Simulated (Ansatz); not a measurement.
Cd2S:

```
CELL_PARAMETERS angstrom
3.96267 0.00000 0.00000
-1.98134 3.43177 0.00000
0.00000 0.00000 5.80919
ATOMIC_POSITIONS crystal
Cd 0.33333 0.66667 0.93272
Cd 0.66667 0.33333 0.57873
S 0.33333 0.66667 0.36571
```

The cell comes from a database or a generator and needn't be the stable form of this composition.

| Quantity | Value |
| --- | --- |
| Program | Ansatz 0.2.0 |
| Task | single point |
| Functional | PBEsol |
| Potentials or basis | Ansatz PAW |
| Cutoff | 420 eV (not typed: the program's choice for these potentials) |
| k mesh | 8 × 8 × 5 |
| Occupations | fermi-dirac, width 0.05 eV |
| Spin | no spin polarisation |

On this cell: pressure -3.0 GPa; largest force 0.145 eV/Å; band gap on the k mesh 0.22 eV, indirect (least direct gap 0.56 eV).

The same run follows on a disturbed copy (atoms moved at random, drawn with an rms of 0.05 Å):

```xyz
3
Lattice="3.9627 0.0000 0.0000 -1.9813 3.4318 0.0000 0.0000 0.0000 5.8092" Properties=species:S:1:pos:R:3 pbc="T T T"
Cd   -0.0135    2.2609    5.4264
Cd    2.0175    1.2042    3.3235
S    -0.0381    2.2548    2.0836
```

What changes?

The energy moves by +10.3 meV/atom; pressure -2.6 GPa; largest force 0.512 eV/Å; band gap on the k mesh 0.13 eV, indirect (least direct gap 0.46 eV).

Forces in eV/Å, atoms in the order of the input:
```
Cd   0.008 -0.003 -0.258
Cd  -0.327 -0.297 -0.008
S    0.319  0.300  0.266
```

Stress tensor (GPa, compression positive):
```
-2.04  0.63 -0.57
 0.63 -3.30 -0.55
-0.57 -0.55 -2.41
```

Caveats: odd divisions of the mesh miss points on the zone boundary, where band edges often lie, so the gap on the mesh can be too wide; the PAW data sets come from PBE, with cores solved anew for the run's functional, which leaves a small shift of forces and pressure.

A k mesh can miss the band edges.
